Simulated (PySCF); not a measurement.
# NaSn: from the state search to spectroscopic constants

An exercise on one series of results from a longer session: the logs are not shown, and one member is left open.

Program: PySCF 2.14.0. Level of theory: Na def2-SVP, Sn def2-SVP with ECP28, scalar-relativistic core potentials. These are calculated values, not measurements.

The first run:

Settings of the job:

```yaml
atoms: Na, Sn
charge: 0
basis: Na def2-SVP, Sn def2-SVP with ECP28
Hamiltonian: scalar-relativistic core potentials
basis_functions: 41
electrons_treated: 33
masses_in_u: 22.9898, 119.9022
levels: PBE0, PBE, r²SCAN, TPSS, LDA, revPBE, LC-ωPBE, HF, MP2, SCS-MP2, CCSD, CCSD(T)
grid: 80 radial by 434 angular points
occupations: held fixed by the projection of orbital angular momentum
dissociation_limit: Na + Sn, each in its ground configuration
starting_distance_in_angstrom: 2.925
values_of_2S_to_try: 1, 3
```

Started as:

```sh
$ OMP_NUM_THREADS=1 python dia.py task.json out
```

Steps of the session up to this table: The job; First curve: PBE0; Excited determinants; PBE; r²SCAN; TPSS (meta-GGA); LDA (local density); revPBE (GGA); LC-ωPBE (range-separated hybrid); UHF; Correlated methods on the Hartree–Fock reference.

One of the session's tables, all rows but one given; the rest of the session is left out.

It belongs to the step «The curves together». Energy (eV) from each level's lowest point:

```
R (Å)    UHF  UHF-MP2  UHF-SCS-MP2  UHF-CCSD  UHF-CCSD(T)
2.516  0.369    0.352        0.356       n/a          n/a
2.633  0.176    0.164        0.166     0.166        0.166
2.750  0.063    0.056        0.058     0.058        0.058
2.838  0.019    0.015        0.016     0.016        0.016
2.926  0.000    0.000        0.000     0.000        0.000
3.014  0.001    0.005        0.004     0.004        0.004
3.131  0.026    0.036        0.034     0.033        0.033
3.277      ?        ?            ?         ?            ?
3.453  0.173    0.210        0.202     0.199        0.200
3.687  0.307    0.375        0.358       n/a          n/a
```

Q: Estimate the row for R (Å) = 3.277 from the others.

Worked estimate for «UHF». A straight line through the neighbours (3.131, 0.026) and (3.453, 0.173) gives 0.026 + (0.173 − 0.026) × (3.277 − 3.131) / (3.453 − 3.131) = 0.093; a parabola fitted to 4 rows on both sides gives 0.086.

The run gave: UHF: 0.083; UHF-MP2: 0.103; UHF-SCS-MP2: 0.099; UHF-CCSD: 0.097; UHF-CCSD(T): 0.098. In «UHF» the line misses by +0.010 and the parabola by +0.003.

State 2 has its PBE0 minimum 0.30 eV higher. The other levels ran on the lowest alone.
